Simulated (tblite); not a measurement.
# C7H19B2N: the cost of one run

Programs: tblite 0.8.0 and PySCF 2.14.0, with density-fitted response routines of our own. Each step states its level of theory. These are calculated values for one molecule in the gas phase, unless marked as measured. Atoms count from 0, in the outputs and in this text.

**1. The molecule as given**

29 atoms, charge 0, multiplicity 1; geometry from: force field or distance geometry start.

Bonds of the start (Å): C0–B1 1.59, B1–C2 1.60, B1–C3 1.62, C3–C4 1.54, C4–C5 1.52, C5–B6 1.60, B6–N7 1.57, N7–C8 1.49, N7–C9 1.48, N7–C3 1.48, C0–H10 1.11, C0–H11 1.12, C0–H12 1.10, C2–H13 1.12, C2–H14 1.09, C2–H15 1.10, C3–H16 1.13, C4–H17 1.11, C4–H18 1.11, C5–H19 1.12, C5–H20 1.10, B6–H21 1.20, B6–H22 1.18, C8–H23 1.10, C8–H24 1.10, C8–H25 1.13, C9–H26 1.11, C9–H27 1.12, C9–H28 1.11.

**2. Optimising the geometry with GFN2-xTB**

Job settings and geometry (Å):

```
{"job": {"kind": "relax", "xc": "GFN2-xTB", "basis": "xTB"}, "charge": 0, "multiplicity": 1}
C      2.240000     1.759600    -0.053500
B      1.599400     0.315600    -0.258100
C      2.351700    -0.715600    -1.221900
C      0.267100    -0.103500     0.571200
C      0.163800    -1.615000     0.862200
C     -1.272200    -1.841600     1.301600
B     -2.078400    -0.585200     0.720700
N     -1.030200     0.331000     0.003800
C     -1.120200     0.098600    -1.466400
C     -1.313700     1.752100     0.294800
H      2.206100     2.305000    -1.020700
H      1.656600     2.334500     0.706100
H      3.276900     1.667500     0.300800
H      1.646400    -1.049100    -2.019200
H      2.695900    -1.581100    -0.646200
H      3.212600    -0.220400    -1.691800
H      0.405400     0.360800     1.587500
H      0.885900    -1.940000     1.637300
H      0.346900    -2.199900    -0.064000
H     -1.321600    -1.845100     2.420300
H     -1.667300    -2.792200     0.908400
H     -2.607600    -0.016400     1.635300
H     -2.935300    -0.959900     0.001500
H     -0.426400     0.752300    -2.022000
H     -0.895400    -0.949400    -1.730500
H     -2.154300     0.337500    -1.842400
H     -1.230000     1.976600     1.379800
H     -0.590400     2.412300    -0.238900
H     -2.331600     2.038900    -0.044700
```

Run with:

```console
OMP_NUM_THREADS=1 python probes_run.py task.json out
```

The driver reads the jobs from task.json and runs them one after another.

Q: Estimate the wall time and peak memory of this first job on 1 thread of Arm Neoverse N1, shared host.

About 1.4 s, with a peak of 0.18 GiB.
